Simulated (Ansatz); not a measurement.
# C₂HAlF₂: up Jacob's ladder to CCSD(T)

One table from this session's results is given with a row withheld; the runs are named, their logs left out.

Method: functionals in def2-TZVPP, the program's frozen cores in correlated methods; program: Ansatz 0.2.0, Gaussian basis.

Plan: LDA (SPW92), PBE-D4, revPBE-D4, BLYP-D4, r2SCAN-D4, B97M-V, PBE0-D4, B3LYP-D4, r2SCANh-D4, r2SCAN0-D4, HSE06-D4, BHLYP-D4, CAM-B3LYP-D4, LC-ωPBE, ωB97X-V, ωB97M-V, B2PLYP, PBE-QIDH; CCSD(T)/def2-SVP; CCSD(T)/def2-TZVPP; MP2/def2-QZVPP; extrapolation to the limit; RPA on PBE.

### Structure used throughout

All runs share one geometry, relaxed beforehand with PBE0-D4 in a triple-zeta def2 set.

SMILES `C#[C][Al]([F])[F]`, 6 atoms, charge 0, spin multiplicity 1.

Atoms are counted from 1 here; the program's logs count them from 0.

Bond lengths: C1–C2 1.208 Å, C1–H6 1.067 Å, C2–Al3 1.877 Å, Al3–F4 1.635 Å, Al3–F5 1.635 Å. Angles: C2–C1–H6 180.0°, C1–C2–Al3 180.0°, C2–Al3–F4 121.0°, C2–Al3–F5 121.0°, F4–Al3–F5 117.9°.

Set-up of the first run:

in.yaml

```yaml
crystal:
  periodic: [false, false, false]
  atoms:
    - {symbol: C, position_ang: [-1.009608, 0.675570, 1.373006]}
    - {symbol: C, position_ang: [-0.344379, 0.226603, 0.469958]}
    - {symbol: Al, position_ang: [0.688485, -0.470634, -0.933109]}
    - {symbol: F, position_ang: [0.677806, -2.069634, -1.273779]}
    - {symbol: F, position_ang: [1.626944, 0.502005, -1.853019]}
    - {symbol: H, position_ang: [-1.597149, 1.072090, 2.170542]}
basis:
  gaussian: {orbitals: def2-TZVPP}
hamiltonian: {xc: lda}
output: {orbitals: {seedname: orbitals}}
```

Among the steps run: LDA; PBE-D4 (GGA); revPBE-D4 (GGA); BLYP-D4 (GGA); r2SCAN-D4 (meta-GGA); B97M-V (meta-GGA); PBE0-D4 (hybrid); B3LYP-D4 (hybrid); r2SCANh-D4 (hybrid); r2SCAN0-D4 (hybrid); HSE06-D4 (hybrid); BHLYP-D4 (hybrid); CAM-B3LYP-D4 (range-separated); LC-ωPBE-D4 (range-separated; the results give it without D4); ωB97X-V (range-separated); ωB97M-V (range-separated); B2PLYP (double hybrid); PBE-QIDH (double hybrid).

One of the session's tables, all rows but one given; the rest of the session is left out.

It belongs to the step «Orbital energies across the functionals». 

| functional | HOMO (eV) | gap (eV) |
| --- | --- | --- |
| LDA (SPW92) | -7.81 | 5.35 |
| PBE-D4 | -7.58 | 5.41 |
| revPBE-D4 | -7.50 | 5.45 |
| BLYP-D4 | ? | ? |
| r2SCAN-D4 | -7.82 | 5.92 |
| B97M-V | -7.77 | 5.81 |
| PBE0-D4 | -8.83 | 7.50 |
| B3LYP-D4 | -8.56 | 6.99 |
| r2SCANh-D4 | -8.29 | 6.69 |
| r2SCAN0-D4 | -8.99 | 7.83 |
| HSE06-D4 | -8.42 | 6.72 |
| BHLYP-D4 | -9.88 | 9.39 |
| CAM-B3LYP-D4 | -10.20 | 9.85 |
| LC-ωPBE | -11.66 | 12.51 |
| ωB97X-V | -11.22 | 11.95 |
| ωB97M-V | -11.10 | 11.59 |

Estimate the missing values for BLYP-D4.

Worked estimate for «HOMO (eV)». Against the share of exact exchange, B3LYP-D4 (0.2, -8.56), BHLYP-D4 (0.5, -9.88) give a slope of -4.40 per unit share; at 0 the line stands at -7.68.

**Answer.** HOMO (eV): -7.40; gap (eV): 5.33. In «HOMO (eV)» the line misses by -0.28.
